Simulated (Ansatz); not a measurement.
Born–Oppenheimer molecular dynamics of a periodic cell of 26 atoms, LiVP₂HO₈ (host LiVP2HO8, host structure P2_1). It starts from an unrelaxed structure (largest force component 0.54 eV/Å).

These are results of DFT PBEsol, scalar-relativistic, plane waves, PAW (Ansatz), not measurements. Settings: cutoff 420 eV, k mesh 2x1x1, fermi-dirac smearing 0.05 eV, spin collinear.

| Property | Result |
| --- | --- |
| ensemble | NPT, Langevin |
| time step | 0.5 fs |
| steps asked | 80 |
| set temperature | 500 K |
| friction | 0.005 /fs |
| pressure | 0 GPa |
| seed | 661914 |

First frame:

```xyz
26
Lattice="4.8748 0.0000 0.0000 0.0000 8.0124 0.0000 -1.9413 0.0000 7.2247" Properties=species:S:1:pos:R:3
Li 3.372 2.989 2.862
Li -0.439 6.995 4.363
V -0.222 3.994 5.525
V 3.155 8.000 1.700
H 0.897 4.098 1.906
H 2.037 0.092 5.319
P 4.269 2.787 0.136
P -1.336 6.793 7.088
P 0.834 1.254 3.687
P 2.099 5.260 3.537
O 3.179 4.433 4.307
O 3.720 1.387 0.466
O 4.280 6.677 0.831
O -0.322 3.547 1.418
O -0.245 0.427 2.918
O 0.229 2.613 4.072
O 3.256 7.553 5.806
O -1.347 2.671 6.394
O 0.828 5.420 4.405
O 1.089 0.395 4.961
O -0.787 5.393 6.758
O 1.716 7.559 0.701
O 1.845 4.401 2.264
O 2.106 1.413 2.820
O 2.705 6.619 3.153
O 1.217 3.553 6.524
```

Question: What does the run give?

Answer: All steps were run.

* steps done: 80
* time covered: 40 fs
* mean temperature over the second half: 241 K
* spread of the potential energy over the second half: 1.0 meV per atom
* mean potential energy of the second half above the start: 31.4 meV per atom
* mean pressure over the second half: 2.6 GPa

The conserved energy stayed within 0.052 meV per atom of its start (net change 0.038 meV per atom), so the integration is sound. The mean temperature of the second half is 52 % below the set value. A run of 0.04 ps of so small a system gives no equilibrium averages. No Hubbard correction was used and the magnetic state wasn't searched. Limits of this set-up: coarse k mesh. The cell's volume went from 282 to 270 Å³.

Question: What happens to the structure?

Answer: Mean squared displacements from the first frame to the last, about the centre of mass, the cell's change included: Li 0.11 Å², V 0.00 Å², H 0.04 Å², P 0.01 Å², O 0.02 Å². This is one draw of velocities; another would differ in detail.

Question: How do temperature and energy run in time?

Answer: 
```csv
time (fs),T (K),potential energy less start (eV),conserved less start (meV/atom),P (GPa),volume (Å³)
0.0,481,0.000,0.00,-4.3,282.2
3.0,425,0.168,0.04,-3.1,281.8
6.0,375,0.343,0.03,-2.6,280.9
9.0,309,0.554,0.05,-1.9,279.7
12.0,272,0.659,0.05,-1.4,278.3
15.0,235,0.717,0.04,-0.5,276.5
18.0,204,0.771,0.05,0.3,274.6
21.0,192,0.809,0.05,1.2,273.0
24.0,212,0.840,0.05,2.3,271.5
27.0,225,0.855,0.05,3.3,270.4
30.0,235,0.834,0.04,3.6,269.6
33.0,255,0.799,0.04,3.2,269.5
36.0,279,0.774,0.04,2.7,269.7
39.0,274,0.799,0.04,2.0,270.1
```

Time of the run: 15 min on 1 thread of Intel(R) Xeon(R) Platinum 8259CL CPU @ 2.50GHz (Skylake/Cascade Lake), on a shared host, peak memory 0.81 GiB.
